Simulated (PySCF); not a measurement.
# In⁺: excitation energy in x2c-QZVPPall plus 1 even-tempered diffuse shell per l

Aim: the excitation energy of indium from differences of total energies, at each level of theory, and how far each lands from the tabulated value where there is one.

Program: PySCF 2.14.0. Level of theory: unrestricted determinants in a Gaussian basis, no spin-orbit coupling in the energies. These are calculated values, not measurements, unless marked.

## (1) What is computed

| Quantity | Value |
| --- | --- |
| Element | indium (Z = 49) |
| Basis | x2c-QZVPPall with one added diffuse shell each of s, p, d, f type (14s10p8d5f1g, 128 functions) |
| Hamiltonian | scalar relativity by spin-free X2C-1e |
| State 1 | In⁺: [Kr] 4d10 5s1 5d1, high-spin 3D determinant (an excited configuration) |
| Needed too, but not shown | In⁺ [Kr] 4d10 5s2 (1S) |
| Methods | wB97M-V, HSE06, M06-2X |

Outer shells as boxes (Hund's rule):

In+ [Kr] 4d10 5s1 5d1
```
[Kr] core
4d [↑↓][↑↓][↑↓][↑↓][↑↓]
5s [↑ ]
5d [↑ ][  ][  ][  ][  ]
```

The runs were made by one driver on top of PySCF. The scripts below sum up each run's settings (the driver also hands on starting orbitals that pick excited configurations, and frozen orbitals as a list rather than a count), and the logs come from the driver's own runs. The driver starts from symmetry-adapted Hartree-Fock orbitals, holds the occupation by maximum overlap and uses a logarithmic radial grid for functionals, so a plain start would take other cycles.

The integrals over 128 functions and the set-up took 3.6 s of CPU time.

## (2) In⁺ [Kr] 4d10 5s1 5d1: the ladder of methods

Level: wB97M-V.

input.py

```python
from pyscf import gto, scf, dft, mp, cc
import basis_set_exchange as bse
mol = gto.M(atom="In 0 0 0", charge=1, spin=2, symmetry="D2h",
            basis=gto.basis.parse(bse.get_basis("x2c-QZVPPall", elements=["In"], fmt="nwchem", augment_diffuse=1)),
            nucmod="G")
mf = dft.UKS(mol, xc="WB97M_V").sfx2c1e()
mf.irrep_nelec = {'Ag': (9, 8), 'B1g': (3, 2), 'B2g': (2, 2), 'B3g': (2, 2), 'B1u': (3, 3), 'B2u': (3, 3), 'B3u': (3, 3)}
mf.kernel()
```

Level: HSE06.

input.py, as changed from the run before:

```diff
@@ -5,3 +5,3 @@
             nucmod="G")
-mf = dft.UKS(mol, xc="WB97M_V").sfx2c1e()
+mf = dft.UKS(mol, xc="HSE06").sfx2c1e()
 mf.irrep_nelec = {'Ag': (9, 8), 'B1g': (3, 2), 'B2g': (2, 2), 'B3g': (2, 2), 'B1u': (3, 3), 'B2u': (3, 3), 'B3u': (3, 3)}
```

Level: M06-2X.

input.py, as changed from the run before:

```diff
@@ -5,3 +5,3 @@
             nucmod="G")
-mf = dft.UKS(mol, xc="HSE06").sfx2c1e()
+mf = dft.UKS(mol, xc="M062X").sfx2c1e()
 mf.irrep_nelec = {'Ag': (9, 8), 'B1g': (3, 2), 'B2g': (2, 2), 'B3g': (2, 2), 'B1u': (3, 3), 'B2u': (3, 3), 'B3u': (3, 3)}
```

What does the calculation give?

As calculated:

| quantity | value |
| --- | --- |
| excitation energy, In⁺ → [Kr] 4d10 5s1 5d1 | UHF 11.127, M06-2X 12.288 eV; reference 12.674 |

Each level's miss (mean over 1 difference):

| method | mean absolute miss against the measured value (with the measured fine structure taken into account where it is known) (eV) |
| --- | --- |
| UHF | 1.547 |
| wB97M-V | 0.205 |
| HSE06 | 0.571 |
| M06-2X | 0.385 |

**Reading.** Against experiment wB97M-V comes closest (off by 0.20 eV) and UHF is farthest (1.55 eV). The basis is finite, and no extrapolation was made.
